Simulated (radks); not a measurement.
# W inside a hard spherical wall

One table from this session's results is given with a row withheld; the runs are named, their logs left out.

The numbers are computed with radks (a radial shooting solver on a logarithmic mesh, Libxc functionals) version 1 (scalar-relativistic Kohn-Sham, PBE, spin-polarised, spherical densities, finite nucleus; open shells are filled with parallel spins first), except any that are marked as measured or tabulated.

**The atom as given**

| Property | Result |
| --- | --- |
| element | tungsten (Z = 74) |
| charge | 0 |
| electrons | 74 |
| configuration | [Xe] 4f14 5d4 6s2 |
| nuclear rms radius | 5.3658 fm |

The outer shells:

W
```
[Xe] core
4f [↑↓][↑↓][↑↓][↑↓][↑↓][↑↓][↑↓]
5d [↑ ][↑ ][↑ ][↑ ][  ]
6s [↑↓]
```

Set-up of the first run:

Settings of this run:

```text
Z 74
configuration [Xe] 4f14 5d4 6s2 6p0 7s0 5f0
relativity scalar-relativistic
functional pbe,pbe
spin polarised
nucleus finite rms 5.3658 fm
c 137.035999084
```

On the command line:

```
$ python run_ks.py task.json out
```

All runs below come from this command, one after another.

Steps of the session up to this table: The free atom; Wall at 20 bohr; Wall at 15 bohr; Wall at 10 bohr; Wall at 7 bohr; Wall at 5 bohr; Wall at 3.5 bohr; Wall at 2.5 bohr.

One table of the session follows, with a row left open; its other results are not shown here.

| R (bohr) | E − E(free) (eV) | ε(5d) (eV) | ε(6p, empty) (eV) |
| --- | --- | --- | --- |
| free | 0.000 | -5.307 | -1.589 |
| 20 | -0.000 | -5.307 | -1.589 |
| 15 | ? | ? | ? |
| 10 | 0.012 | -5.274 | -1.471 |
| 7 | 0.417 | -4.784 | -0.453 |
| 5 | 4.631 | -2.380 | 4.205 |
| 3.5 | 33.817 | 6.004 | 23.301 |
| 2.5 | 173.21 | 29.365 | 83.613 |

Q: Estimate the row for R (bohr) = 15 from the others.

Worked estimate for «E − E(free) (eV)». A straight line through the neighbours (20, -0.000) and (10, 0.012) gives -0.000 + (0.012 + 0.000) × (15 − 20) / (10 − 20) = 0.006; a parabola fitted to 3 rows on both sides gives -0.251.

**Answer.** E − E(free) (eV): 0.000; ε(5d) (eV): -5.307; ε(6p, empty) (eV): -1.586. In «E − E(free) (eV)» the line misses by +0.006 and the parabola by -0.251. Between these rows the values bend or scatter more than so simple an estimate can follow.

Shells are not refilled when levels cross, and a hard wall is a model, not a crystal.
